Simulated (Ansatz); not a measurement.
**C2H5O2Si radical: how energies converge with the basis set**

One table from this session's results is given with a row withheld; the runs are named, their logs left out.

The runs use Ansatz 0.2.0, Gaussian basis; one geometry, several basis sets.

Plan: PBE0-D4/def2-SVP; ωB97M-V/def2-SVP; PBE0-D4/def2-QZVPP; ωB97M-V/def2-QZVPP; the functionals' def2-TZVPP values are taken from earlier runs.

### Structure used throughout

An earlier PBE0-D4 in a triple-zeta def2 set relaxation fixed the geometry.

SMILES `C=C[Si](O)O`, 10 atoms, charge 0, spin multiplicity 2.

Atoms are counted from 1 here; the program's logs count them from 0.

Bond lengths: C1–C2 1.333 Å, C1–H6 1.087 Å, C1–H7 1.086 Å, C2–Si3 1.850 Å, C2–H8 1.088 Å, Si3–O4 1.648 Å, Si3–O5 1.651 Å, O4–H9 0.962 Å, O5–H10 0.959 Å. Angles: C2–C1–H6 121.6°, C2–C1–H7 122.2°, H6–C1–H7 116.2°, C1–C2–Si3 122.5°, C1–C2–H8 119.1°, Si3–C2–H8 118.3°, C2–Si3–O4 111.6°, C2–Si3–O5 105.5°, O4–Si3–O5 113.2°, Si3–O4–H9 117.2°, Si3–O5–H10 117.0°.

Set-up of the first run:

in.yaml reads:

```yaml
crystal:
  periodic: [false, false, false]
  atoms:
    - {symbol: C, position_ang: [-1.611516, -0.800394, 0.058473]}
    - {symbol: C, position_ang: [-0.499895, -0.609401, -0.651521]}
    - {symbol: Si, position_ang: [0.618787, 0.838474, -0.377482]}
    - {symbol: O, position_ang: [0.425845, 1.478131, 1.128743]}
    - {symbol: O, position_ang: [2.146473, 0.275822, -0.653083]}
    - {symbol: H, position_ang: [-1.895126, -0.127202, 0.862809]}
    - {symbol: H, position_ang: [-2.284532, -1.631599, -0.132060]}
    - {symbol: H, position_ang: [-0.266573, -1.295531, -1.463488]}
    - {symbol: H, position_ang: [0.594565, 0.898917, 1.877611]}
    - {symbol: H, position_ang: [2.855075, 0.921581, -0.647101]}
basis:
  gaussian: {orbitals: def2-SVP}
magnetization: {spin_polarized: true, initial_magnetization: 1}
hamiltonian: {xc: pbe0, dispersion: d4}
output: {orbitals: {seedname: orbitals}}
```

On the command line:

```sh
> ansatz run in.yaml --threads 4 --pin off --events-out ev --progress --plain --max-ram 10444MiB
```

Among the steps run: PBE0-D4 in def2-SVP; ωB97M-V in def2-SVP; PBE0-D4 in def2-QZVPP; ωB97M-V in def2-QZVPP.

One of the session's tables, all rows but one given; the rest of the session is left out.

It belongs to the step «Functionals by basis». 

```
functional       basis  HOMO (eV)  LUMO (eV)
   PBE0-D4    def2-SVP      -5.45      -1.76
   PBE0-D4  def2-TZVPP      -5.61      -1.87
   PBE0-D4  def2-QZVPP      -5.66      -1.94
   ωB97M-V    def2-SVP      -7.17      -0.09
   ωB97M-V  def2-TZVPP          ?          ?
   ωB97M-V  def2-QZVPP      -7.41      -0.39
```

Estimate the missing values for ωB97M-V, def2-TZVPP.

The run gave: HOMO (eV): -7.35; LUMO (eV): -0.28. In the column «HOMO (eV)» it lies between ωB97M-V, def2-QZVPP (-7.41) and ωB97M-V, def2-SVP (-7.17).
